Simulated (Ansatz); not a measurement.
A nudged elastic band was laid between two geometries of a periodic cell of 15 atoms, TiCu$_{6}$O$_{8}$ (host CuO, host structure Cc, dopant Ti, one Cu atom removed).

Computed with DFT PBE-D3(BJ), scalar-relativistic, plane waves, PAW in Ansatz. Settings: PAW set soft_1, cutoff 420 eV, k mesh 3x3x3, fermi-dirac smearing 0.02 eV, no spin polarisation.

```
movable images  : 3
climbing image  : yes
spring          : 5.0 eV/Å²
optimiser       : quadratic models (default)
start path      : IDPP
force threshold : 0.05 eV/Å
iteration limit : 80
end points      : relaxed
```

Image 0:

```xyz
15
Lattice="4.6893 -3.4268 0.0000 4.6893 3.4268 0.0000 -0.8606 0.0000 5.0594" Properties=species:S:1:pos:R:3
Cu 1.004 -0.144 -2.103
O 2.535 -0.452 1.336
O 2.056 -0.302 3.679
Cu 3.300 2.845 0.214
Cu 3.120 0.881 2.593
O 4.337 1.870 1.503
O 3.656 2.051 4.001
Cu 3.843 -1.044 0.147
Ti 2.735 -1.853 2.643
O 4.504 -2.067 1.622
O 4.178 -1.801 3.958
Cu 5.644 1.163 0.202
Cu 5.444 -0.803 2.758
O 6.663 0.117 1.495
O 6.180 0.490 3.962
```

Image 4:

```xyz
15
Lattice="4.6893 -3.4268 0.0000 4.6893 3.4268 0.0000 -0.8606 0.0000 5.0594" Properties=species:S:1:pos:R:3
Cu 1.323 0.587 -0.190
O 2.270 -0.485 1.118
O 1.786 -0.113 3.587
Cu 3.615 3.579 2.124
Cu 3.005 0.806 2.323
O 4.270 1.805 1.122
O 3.945 2.069 3.458
Cu 3.670 -1.158 -0.182
Ti 1.023 -1.565 2.439
O 4.796 -2.046 1.081
O 4.122 -1.863 3.580
Cu 5.466 1.046 -0.125
Cu 5.336 -0.876 2.489
O 6.397 0.311 1.405
O 5.920 0.462 3.747
```

Question: What changes between the two ends?

Answer: Contacts lost: Cu1–O6, Cu1–O7, Cu4–Cu12, Cu4–O15, Ti9–O10, Ti9–O11. Contacts made: Cu1–O2, Cu1–Cu8, Cu4–O10, Cu4–O11, O6–Ti9, O7–Ti9. The atom that moves furthest is Cu1, by 2.07 Å.

Question: What energy profile does the band end with?

Answer: It converged. The highest image is number 1 of 0 to 4, 0.81 eV above the ends, which have the same energy within 2 meV. By the program's own check the climbing image is of a kind that is not told: the force calls were inconclusive, a negative curvature could not be distinguished from the path's own, the only one lies far off the path, or fixed occupations may fill a level only in part (lowest curvatures found: -0.89 and 0.97 eV/Å²). Limits of this set-up: coarse k mesh.

```tsv
image	path coordinate (Å)	energy (eV)	Cu1–O6 (Å)	Cu1–O7 (Å)	Cu4–Cu12 (Å)
0	0.00	0.00	2.09	2.00	2.89
1	2.21	0.81	3.04	1.86	2.97
2	3.43	0.71	3.34	1.84	3.28
3	4.65	0.48	3.15	2.38	3.27
4	5.87	0.00	3.10	2.69	3.73
```

Question: What is the geometry of the highest image?

Answer: 
```xyz
15
Lattice="4.6893 -3.4268 0.0000 4.6893 3.4268 0.0000 -0.8606 0.0000 5.0594" Properties=species:S:1:pos:R:3:forces:R:3
Cu 0.591 0.059 -1.212 -0.03 -0.02 -0.02
O 2.393 -0.348 1.255 0.00 0.01 0.00
O 1.666 -0.166 3.587 0.01 0.00 0.01
Cu 4.268 3.218 1.184 0.04 -0.03 0.02
Cu 3.074 0.864 2.565 0.01 0.01 -0.01
O 4.691 1.458 1.605 -0.02 0.02 -0.01
O 3.627 1.822 4.072 0.01 -0.01 0.02
Cu 3.606 -0.856 -0.061 -0.02 0.00 -0.02
Ti 2.225 -1.824 2.531 -0.04 0.02 0.02
O 4.618 -1.839 1.143 0.00 0.02 0.00
O 3.866 -1.554 3.573 0.04 0.00 0.01
Cu 5.694 0.861 0.085 0.00 0.01 0.01
Cu 5.413 -0.829 2.511 0.01 -0.01 0.00
O 6.866 0.041 1.384 -0.01 -0.03 -0.02
O 6.038 0.447 3.779 -0.01 0.00 0.01
```

Run time: 57 min on 4 threads of Arm Neoverse V1, on a shared host, peak memory 1.6 GiB.
